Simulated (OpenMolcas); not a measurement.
**Ru⁴⁺ among point charges: CASSCF and CASPT2 levels and susceptibility, part 1 of 2**

Aim: the splitting of the states of Ru⁴⁺ in the field of 2 point charges, its lowest levels with spin-orbit coupling and its magnetic susceptibility.

Program: OpenMolcas 26.06. Level of theory: state-averaged CASSCF and CASPT2, spin-orbit coupling by RASSI with atomic mean-field integrals. These are calculated values, not measurements, unless marked.

**1. The atom as given**

- Species: Ru⁴⁺ (ruthenium, Z = 44, 40 electrons)
- Basis: ANO-RCC-VDZP [6s5p3d1f], 43 functions
- Scalar Hamiltonian: DKH2, point nucleus
- Inactive shells: 1s 2s 2p 3s 3p 3d 4s 4p
- Active space: 4 electrons in 5 orbitals (4d)
- Some configurations of this space: 4d4
- Orbitals: optimised for each spin and parity, averaged over all roots

The outer shells:

4d4
```
4d [↑ ][↑ ][↑ ][↑ ][  ]
```

The ion sits among 2 point charges of -2 e arranged as a linear pair (D∞h), 2.05 Å from the ion.

Each step is its own input file, run in one work folder so that later steps find the files of earlier ones. Labels, J, g values, rates, χT and fits are worked out afterwards by a script from the matrices that RASSI stores. The input lists half of the charges; inversion (Group=XYZ) makes the rest.

**2. One- and two-electron integrals**

Contents of a.inp:

```
&GATEWAY
Coord
1

Ru 0.0 0.0 0.0
Basis=ANO-RCC-VDZP
Group=XYZ
NoMove
AngMom=0.0 0.0 0.0
AMFI
XField
1 Angstrom 0
0.000000 0.000000 2.050000 -2.000000
&SEWARD
```

Standard output:

```text
Basis set label: RU.ANO-RCC...6S5P3D1F.

      Electronic valence basis set:
      ------------------
      Associated Effective Charge  44.000000 au
      Associated Actual Charge     44.000000 au
      Nuclear Model: Point charge

      Shell  nPrim  nBasis  Cartesian Spherical Contaminant
         s      21       6        X
         p      18       5        X
         d      13       3                 X
         f       6       1                 X
                  Relativistic Douglas-Kroll-Hess integrals:
                    - DKH order of Hamiltonian: 2
                    - DKH order of Properties : 0
                  Atomic mean-field integrals
```

**3. Reference wave functions, quintets of even parity, 5 roots**

Contents of a.inp:

```
&RASSCF
FileOrb=start.orb
Symmetry=1
Spin=5
nActEl=4 0 0
Inactive=9 9
Ras2=5 0
CIRoot=5 5 1
SDav=5
CIMx=300
Iter=120 100
PrWF=0.3
OrbListing=Nothing
MaxOrb=0
>>> COPY $Project.JobIph JOB001
```

start.orb holds the contracted functions of the basis, ordered by shell, or the orbitals of the step before.

Standard output, cut to the lines that bear on the results:

```text
[...]
      Number of active orbitals                  5
[...]
      Spin quantum number                      2.0
[...]
      Active orbitals                            5   0
[...]
      Number of CSFs                             5
      Number of root(s) required                 5
[...]
      Convergence after  7 iterations
[...]
      Natural orbitals and occupation numbers for root  1
      sym 1:   1.000000   1.000000   0.000000   1.000000   1.000000
      Natural orbitals and occupation numbers for root  2
      sym 1:   1.000000   0.000000   1.000000   1.000000   1.000000
      Natural orbitals and occupation numbers for root  3
      sym 1:   1.000000   1.000000   1.000000   0.000000   1.000000
::    RASSCF root number  1 Total energy:  -4528.10983689
::    RASSCF root number  2 Total energy:  -4528.08136018
::    RASSCF root number  3 Total energy:  -4528.08136018
::    RASSCF root number  4 Total energy:  -4528.02997497
::    RASSCF root number  5 Total energy:  -4528.02997497
```

**4. Reference wave functions, triplets of even parity, 45 roots**

Contents of a.inp:

```
&RASSCF
FileOrb=start.orb
Symmetry=1
Spin=3
nActEl=4 0 0
Inactive=9 9
Ras2=5 0
CIRoot=45 45 1
SDav=45
CIMx=300
Iter=120 100
PrWF=0.3
OrbListing=Nothing
MaxOrb=0
>>> COPY $Project.JobIph JOB002
```

Standard output, cut to the lines that bear on the results:

```text
[...]
      Number of active orbitals                  5
[...]
      Spin quantum number                      1.0
[...]
      Active orbitals                            5   0
[...]
      Number of CSFs                            45
      Number of root(s) required                45
[...]
      Convergence after  7 iterations
[...]
      Natural orbitals and occupation numbers for root  1
      sym 1:   1.272027   0.159633   0.648156   0.648156   1.272027
      Natural orbitals and occupation numbers for root  2
      sym 1:   1.272027   0.159633   0.648156   0.648156   1.272027
      Natural orbitals and occupation numbers for root  3
      sym 1:   0.993356   1.000000   0.013288   1.000000   0.993356
::    RASSCF root number  1 Total energy:  -4528.02250365
::    RASSCF root number  2 Total energy:  -4528.02250365
::    RASSCF root number  3 Total energy:  -4528.01555615
[...]
::    RASSCF root number 27 Total energy:  -4527.93186782
::    RASSCF root number 28 Total energy:  -4527.93186782
::    RASSCF root number 29 Total energy:  -4527.92788648
::    RASSCF root number 30 Total energy:  -4527.92788648
```

**5. CASSCF: singlets of even parity, 50 roots**

Contents of a.inp:

```
&RASSCF
FileOrb=start.orb
Symmetry=1
Spin=1
nActEl=4 0 0
Inactive=9 9
Ras2=5 0
CIRoot=50 50 1
SDav=50
CIMx=300
Iter=120 100
PrWF=0.3
OrbListing=Nothing
MaxOrb=0
>>> COPY $Project.JobIph JOB003
```

Standard output, cut to the lines that bear on the results:

```text
[...]
      Number of active orbitals                  5
[...]
      Spin quantum number                      0.0
[...]
      Active orbitals                            5   0
[...]
      Number of CSFs                            50
      Number of root(s) required                50
[...]
      Convergence after  7 iterations
[...]
      Natural orbitals and occupation numbers for root  1
      sym 1:   0.000000   1.000000   1.000000   1.000000   1.000000
      Natural orbitals and occupation numbers for root  2
      sym 1:   0.000000   1.000000   1.000000   1.000000   1.000000
      Natural orbitals and occupation numbers for root  3
      sym 1:   0.185037   0.603916   1.303566   0.603916   1.303566
::    RASSCF root number  1 Total energy:  -4527.97862214
::    RASSCF root number  2 Total energy:  -4527.97862214
::    RASSCF root number  3 Total energy:  -4527.97321594
[...]
::    RASSCF root number 27 Total energy:  -4527.90729794
::    RASSCF root number 28 Total energy:  -4527.89243081
::    RASSCF root number 29 Total energy:  -4527.89243081
::    RASSCF root number 30 Total energy:  -4527.86352974
```

**6. State interaction with spin-orbit coupling**

Contents of a.inp:

```
&RASSI
NrOfJobIphs=3 5 45 50
1 2 3 4 5
1 2 3 4 5 6 7 8 9 10 11 12 13 14 15 16 17 18 19 20 21 22 23 24 25 26 27
28 29 30 31 32 33 34 35 36 37 38 39 40 41 42 43 44 45
1 2 3 4 5 6 7 8 9 10 11 12 13 14 15 16 17 18 19 20 21 22 23 24 25 26 27
28 29 30 31 32 33 34 35 36 37 38 39 40 41 42 43 44 45 46 47 48 49 50
IphNames
JOB001
JOB002
JOB003
EJob
SpinOrbit
DIPRint=1.0
SOCoupling=1000.0
Subsets=2
Property=9
'ANGMOM' 1 'ANGMOM' 2 'ANGMOM' 3 'MLTPL  1' 1 'MLTPL  1' 2 'MLTPL  1' 3
'AMFI' 1 'AMFI' 2 'AMFI' 3
SOProperty=3
'ANGMOM' 1 'ANGMOM' 2 'ANGMOM' 3
```

Standard output, cut to the lines that bear on the results:

```text
SPIN-FREE ENERGIES:
  (Shifted by EMIN (a.u.) =      -4528.1098368915)
 SF State       Relative EMIN(au)   Rel lowest level(eV)    D:o, cm**(-1)      L_eff
     1             0.0000000000        0.0000000000              0.0000         2.0
     2             0.0284767067        0.7748906641           6249.9147         2.0
     3             0.0284767067        0.7748906641           6249.9147         2.0
     4             0.0798619251        2.1731536896          17527.6666         2.0
     5             0.0798619251        2.1731536896          17527.6666         2.0
     6             0.0873332383        2.3764584802          19167.4303         4.4
     7             0.0873332383        2.3764584802          19167.4303         4.4
     8             0.0942807395        2.5655096194          20692.2306         4.7
     9             0.0942807395        2.5655096194          20692.2306         4.7
    10             0.0970873137        2.6418803931          21308.2024         3.1
[...]
Eigenvalues of complex Hamiltonian:
   -----------------------------------
  (Shifted by EMIN (a.u.) =      -4528.1098368915)
 SO State       Relative EMIN(au)   Rel lowest level(eV)    D:o, cm**(-1)     J-value
     1            -0.0030370553        0.0000000000              0.0000         2.4
     2            -0.0026062143        0.0117237812             94.5587         2.3
     3            -0.0026062143        0.0117237812             94.5587         2.3
     4            -0.0014061538        0.0443790900            357.9415         2.1
     5            -0.0014061538        0.0443790900            357.9415         2.1
     6             0.0248922981        0.7599964217           6129.7845         2.4
     7             0.0248922981        0.7599964217           6129.7845         2.4
     8             0.0256914245        0.7817417591           6305.1725         2.6
     9             0.0267335083        0.8100983043           6533.8835         3.2
    10             0.0276460906        0.8349309333           6734.1721         3.1
    11             0.0276460906        0.8349309333           6734.1721         3.1
[...]
```

These steps: 20 s of run time, 1 thread, shared host.

Spin-free states, with their symmetry labels:

```csv
state,degeneracy,E (cm-1),free-ion L (%)
5Sigma,1,0,D (100)
5Pi,2,6250,D (100)
5Delta,2,17528,D (100)
3Phi,2,19167,H (53)
3Gamma,2,20692,H (71)
3Pi,2,21308,G (33)
3Delta,2,22278,G (42)
3Sigma,1,23992,F (52)
3Delta,2,24379,F (54)
3H,2,25490,H (100)
3Sigma,1,26209,G (73)
3Pi,2,27511,H (43)
1I,2,28798,I (100)
3Sigma,1,29704,H (91)
1Sigma,1,29985,G (65)
3Phi,2,30449,F (84)
3Pi,2,30606,P (66)
1Pi,2,31384,G (66)
1Phi,2,32595,F (56)
1Delta,2,33936,G (69)
3Pi,2,34348,F (42)
1H,2,35016,I (100)
3Sigma,1,36086,P (53)
1Sigma,1,36176,S (50)
```

With spin-orbit coupling:

```tsv
E (cm-1)	Degeneracy	2S+1	g
0.0	1	5	
94.6	2	5	0.00 0.00 3.99
357.9	2	5	0.00 0.00 7.96
6130	2	5	0.00 0.00 5.85
6305	1	5	
6534	1	5	
6734	2	5	0.00 0.00 2.13
7001	2	5	0.00 0.00 6.01
7246	2	5	0.00 0.00 9.96
16453	1	5	
16483	1	5	
17301	2	5	0.00 0.00 0.04
17966	2	5	0.00 0.00 3.99
18267	2	3	0.00 0.00 6.68
18690	2	5	0.00 0.00 7.31
18846	2	3	0.00 0.00 10.54
19075	2	5	0.00 0.00 10.94
19200	2	3	0.00 0.00 3.91
20144	2	3	0.00 0.00 4.07
21001	2	3	0.00 0.00 1.92
21062	2	3	0.00 0.00 11.92
21220	2	3	0.00 0.00 8.35
21337	2	3	0.00 0.00 4.81
21947	1	3
```

The table of states holds 24 of 58 computed; the rest, higher up, is left out. Principal g values are given for doublets only; a zero marks a field direction without first-order Zeeman splitting.

Powder χT (cm³ K/mol): 0.06 at 2 K, 0.15 at 5 K, 0.31 at 10 K, 0.62 at 20 K, 1.36 at 50 K, 1.82 at 100 K, 1.99 at 150 K, 2.09 at 200 K, 2.16 at 250 K, 2.21 at 300 K.

Orbitals of the lowest block (energies include the constant potential of the surroundings):

```csv
shell,space,energy (hartree),mean occupation,⟨r²⟩ (bohr²)
1s,inactive,-817.6911,2.000,0.00147
2s,inactive,-121.2950,2.000,0.0249
2p,inactive,-108.5469,6.000,0.0197
3s,inactive,-23.3657,2.000,0.183
3p,inactive,-19.0536,6.000,0.187
3d,inactive,-12.0942,10.000,0.175
4s,inactive,-4.2786,2.000,1.17
4p,inactive,-2.9421,6.000,1.38
4d,RAS2,,4.000,2.22
```

(Continued in part 2 of 2.)
